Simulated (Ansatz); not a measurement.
# SiO2: the cost of one run

Computed with Ansatz 0.2.0 (DFT LDA, scalar-relativistic, plane waves, PAW, unless a step's input says otherwise).

72 further runs of the same task are left out: 1 that didn't finish, 71 set aside as unsound or not needed.

### 1 Starting point

It takes space group P4_2/mnm (No. 136, tetragonal). Conventional cell: a = 4.155 Å, b = 4.155 Å, c = 2.661 Å, α = 90.00°, β = 90.00°, γ = 90.00°. Around Si (site symmetry mmm) lie 6 O at 1.75 to 1.80 Å. O (site symmetry m2m) has 3 Si at 1.75 to 1.80 Å as nearest neighbours.

Coordinates:

```cif
data_structure
_symmetry_space_group_name_H-M 'P4_2/mnm'
_symmetry_Int_Tables_number 136
_cell_length_a 4.1552
_cell_length_b 4.1552
_cell_length_c 2.6613
_cell_angle_alpha 90.000
_cell_angle_beta 90.000
_cell_angle_gamma 90.000
_cell_volume 45.95
loop_
_atom_site_label
_atom_site_type_symbol
_atom_site_symmetry_multiplicity
_atom_site_Wyckoff_symbol
_atom_site_fract_x
_atom_site_fract_y
_atom_site_fract_z
_atom_site_occupancy
Si1 Si 2 a 0.50000 0.50000 0.50000 1
O1 O 4 f 0.69443 0.69443 0.00000 1
```

It goes back to an entry of the Materials Project, which need not be the stable form.

It is the result of an earlier relaxation at this level (volume 7.66 Å³/atom; gap on the mesh: 5.82 eV).

### 2 Plan of the line

The energy is mapped over the lattice constants a and c of the conventional cell.

First coordinate, lattice constant a (and b): 11 values from 4.030 to 4.280 Å. Second coordinate, lattice constant c: 11 values from 2.342 to 2.981 Å.

Nothing else is relaxed (fractional coordinates fixed). Energies count from the relaxed crystal. Points are written as (first, second).

### 3 Grid point (4.030 Å, 2.342 Å)

input.yaml

```yaml
crystal:
  lattice:
    - [4.0305, 0.0, 0.0]
    - [0.0, 4.0305, 0.0]
    - [0.0, 0.0, 2.342]
  atoms:
    - { symbol: Si, position: [0.5, 0.5, 0.5] }
    - { symbol: Si, position: [0.0, 0.0, 0.0] }
    - { symbol: O, position: [0.6944252994, 0.6944252994, 0.0] }
    - { symbol: O, position: [0.1944252994, 0.8055747006, 0.5] }
    - { symbol: O, position: [0.3055747006, 0.3055747006, 0.0] }
    - { symbol: O, position: [0.8055747006, 0.1944252994, 0.5] }
basis:
  ecutwfc: 520.0
kpoints:
  mp_grid: { grid: [6, 6, 8] }
hamiltonian:
  xc: lda
  pseudopotentials: { kind: paw, azcp: { folder: soft_1 } }
scf:
  occupations: { method: gaussian, width: 0.05 }
output:
  forces: true
  stress: true
  eigenvalues: true
```

Command:

```bash
$ ansatz run input.yaml --threads 2 --pin off --max-ram 4096MiB --backend cpu --events-out ev --progress --plain --runs-dir out
```

What time and memory should one allow on 2 threads of Arm Neoverse N1, shared host?

About 3.1 s, with a peak of 0.31 GiB.
